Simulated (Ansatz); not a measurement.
**I3 (charge -1): harmonic frequencies at the relaxed geometry in Python**

Aim: harmonic frequencies at the relaxed geometry, for I3 (charge -1), run from a script.

All numbers are computed with Ansatz 0.2.0 through its Python package. Level of theory: PBE/def2-SVP.

## 1. Starting point

Bond lengths: I1–I2 2.764 Å, I2–I3 2.764 Å. Angles: I1–I2–I3 180.0°.

The script holds or builds the structure itself.

## 2. The code

freq_i3.py reads:

```python
"""Harmonic frequencies of I3(-) at its relaxed geometry."""

import ansatz as az
import numpy as np

geometry_ang = [
    ("I", (-2.7639, 0.0168, 0.0)),
    ("I", (0.0, 0.0001, 0.0)),
    ("I", (2.7639, -0.0169, 0.0)),
]
geometry = az.Crystal.molecule()
for symbol, xyz in geometry_ang:
    geometry = geometry.atom(symbol, xyz)

calc = geometry.calculation()
calc = calc.basis(gaussian="def2-SVP")
calc = calc.functional("PBE")
calc = calc.charge(-1)
symbols = [site.symbol for site in geometry.cartesian_sites]
start = np.array([site.position_ang for site in geometry.cartesian_sites], dtype=float)
summary = calc.relax(force_tolerance=0.003, max_steps=100).run(threads=1, backend="cpu").report
end = np.array(summary["positions_ang"])

print("final positions (A) and the move of each atom")
for symbol, xyz, old in zip(symbols, end, start):
    print(f"{symbol:2s} {xyz[0]:10.5f} {xyz[1]:10.5f} {xyz[2]:10.5f}   {np.linalg.norm(xyz - old):7.4f}")

# frequencies need a stationary point, so they are taken at the relaxed geometry
minimum = az.Crystal.molecule()
for symbol, place in zip(symbols, end):
    minimum = minimum.atom(symbol, place.tolist())
vibrating = (
    minimum.calculation()
    .basis(gaussian="def2-SVP")
    .functional("PBE")
    .charge(-1)
    .phonons(temperatures=(200, 600, 100))
)
vib = vibrating.run(threads=1, backend="cpu").report["vibrations"]
sums = vib["harmonic_sums"]
modes = [m["omega_inv_cm"] for m in sums["modes_at_gamma"] if m["rigid_motion"] == "no"]
print("frequencies (1/cm):", " ".join(f"{w:.0f}" for w in modes))
print("imaginary modes:", sum(w < 0 for w in modes), " zero-point energy:", round(sums["zero_point_energy_ev"], 4), "eV")
print("T (K)   F_vib (eV)   S_vib (meV/K)   C_vib (meV/K)")
for row in zip(sums["temperatures_k"], sums["vibrational_free_energy_ev"], vib["entropy_ev_per_k"], vib["heat_capacity_ev_per_k"]):
    print(f"{row[0]:6.1f} {row[1]:11.4f} {1000 * row[2]:13.4f} {1000 * row[3]:15.4f}")
```

## 3. What the engine is handed

The engine receives this input (first run):

```yaml
crystal:
  periodic: [false, false, false]
  atoms:
    - { symbol: I, position_ang: [-2.7639, 0.0168, 0.0] }
    - { symbol: I, position_ang: [0.0, 0.0001, 0.0] }
    - { symbol: I, position_ang: [2.7639, -0.0169, 0.0] }
basis:
  gaussian:
    orbitals: def2-SVP
hamiltonian:
  xc: pbe
total_charge: -1.0
relax:
  f_tol: 0.003
  max_steps: 100
```

## 4. The run

On the command line:

```bash
$ python freq_i3.py
```

Q: Predict the main results. Wanted: moves of the relaxation of run 1; energy gained in run 1; last largest force component of run 1; highest frequency; imaginary modes; zero-point energy.

**Answer**, as computed:

| quantity | value |
| --- | --- |
| runs compared | 2 |
| moves of the relaxation of run 1 | 4 |
| energy gained in run 1 | 0.380 eV |
| last largest force component of run 1 | 0.0000 eV/Å |
| highest frequency | 141 cm⁻¹ |
| imaginary modes | 0 |
| zero-point energy | 0.022 eV |

In words: Run 1: The relaxation took 4 moves; the largest shift is 0.239 Å. All frequencies are real, so the geometry is a minimum. The values are harmonic; measured fundamentals also hold anharmonic shifts, mostly downward for stretches. The frequencies are harmonic and unscaled, in a modest basis. def2 sets replace the cores of elements past krypton by effective core potentials. Anions want diffuse functions, which this basis lacks.
